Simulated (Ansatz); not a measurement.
# In3SbTe2: the cost of one run

Computed with Ansatz 0.2.0 (DFT PBE, scalar-relativistic, plane waves, PAW, unless a step's input says otherwise).

## 1. The starting structure

Symmetry: P6mm, No. 183, hexagonal system. The conventional cell has a = 6.316 Å, b = 6.316 Å, c = 6.009 Å, α = 90.00°, β = 90.00°, γ = 120.00°. In (site symmetry 2mm) has 2 Te at 2.42 Å as nearest neighbours. Sb (site symmetry 6mm) is surrounded by 6 Te at 3.66 Å and 6 In at 3.70 Å. Te (site symmetry 3m) has 3 In at 2.42 Å as nearest neighbours.

Structure file:

```cif
data_structure
_symmetry_space_group_name_H-M 'P6mm'
_symmetry_Int_Tables_number 183
_cell_length_a 6.3161
_cell_length_b 6.3161
_cell_length_c 6.0091
_cell_angle_alpha 90.000
_cell_angle_beta 90.000
_cell_angle_gamma 120.000
_cell_volume 207.61
loop_
_atom_site_label
_atom_site_type_symbol
_atom_site_symmetry_multiplicity
_atom_site_Wyckoff_symbol
_atom_site_fract_x
_atom_site_fract_y
_atom_site_fract_z
_atom_site_occupancy
In1 In 3 c 0.50000 0.00000 0.91913 1
Sb1 Sb 1 a 0.00000 0.00000 0.24079 1
Te1 Te 2 b 0.33333 0.66667 0.18371 1
```

Recipe of the guess: random cell by space group and Wyckoff sites (P6mm, No. 183). Lengths come from tabulated atomic sizes and are only a guess.

## 2. A first look at the guess

Contents of input.yaml:

```yaml
crystal:
  lattice:
    - [6.31614574, 0.0, 0.0]
    - [-3.15807287, 5.46994267, 0.0]
    - [0.0, 0.0, 6.00906706]
  atoms:
    - { symbol: In, position: [0.5, 0.0, 0.91913218] }
    - { symbol: In, position: [0.0, 0.5, 0.91913218] }
    - { symbol: In, position: [0.5, 0.5, 0.91913218] }
    - { symbol: Sb, position: [0.0, 0.0, 0.24078542] }
    - { symbol: Te, position: [0.33333333, 0.66666667, 0.18371173] }
    - { symbol: Te, position: [0.66666667, 0.33333333, 0.18371173] }
basis:
  ecutwfc: 420
kpoints:
  mp_grid: { grid: [3, 3, 4] }
hamiltonian:
  xc: pbe
scf:
  occupations: { method: gaussian, width: 0.1 }
  lower_state_search: "off"
output:
  forces: true
  stress: true
  eigenvalues: true
```

Launch:

```sh
$ ansatz run input.yaml --threads 1 --pin off --max-ram 2560MiB --backend cpu --events-out ev --progress --plain --runs-dir out
```

**Question.** How long does this run take on 1 thread of Intel Xeon Platinum 8488C (Sapphire Rapids), shared host, and how much memory does it need?

About 6.2 s, with a peak of 0.51 GiB.
